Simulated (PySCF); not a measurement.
# C5H3FO3: the cost of one run

Computed with PySCF 2.14.0 and routines of our own; the level stands in each step. Atoms count from 0.

## Step 1: The system as given

12 atoms, charge 0, multiplicity 1; geometry from: GFN2-xTB.

## Step 2: Excited states: TDA wB97X-D/aug-cc-pVDZ

Job settings and geometry (Å):

```
{"job": {"kind": "states", "xc": "wB97X-D", "basis": "aug-cc-pVDZ", "tda": true, "soc": true, "nstates": 6, "ntriplets": 6, "nquad": 4}, "charge": 0, "multiplicity": 1}
O      3.374439    -1.024482    -1.051025
C      2.694321    -1.229626    -0.084768
C      1.529544    -0.485834     0.283506
C      0.563821     0.171819     0.580279
C     -0.634618     0.879480     0.979485
F     -1.135047     0.380978     2.158133
C     -1.668658     0.726742    -0.155763
O     -1.755394     1.496032    -1.067322
O     -2.402952    -0.360500    -0.000685
H      2.909362    -2.043414     0.635443
H     -0.421891     1.946336     1.133805
H     -3.051728    -0.458218    -0.716468
```

With the program's defaults for keys left out, this is: TDA wB97X-D/aug-cc-pVDZ excited states, vertical, gas phase, spin-orbit mean-field couplings.

On the command line:

```sh
> OMP_NUM_THREADS=1 python excited_run.py task.json out
```

One launch serves the whole session: the jobs run in the order shown.

**Question.** How long does this job take on 1 thread of Arm Neoverse V1, shared host, and how much memory does it need?

About 63 s, with a peak of 0.94 GiB.
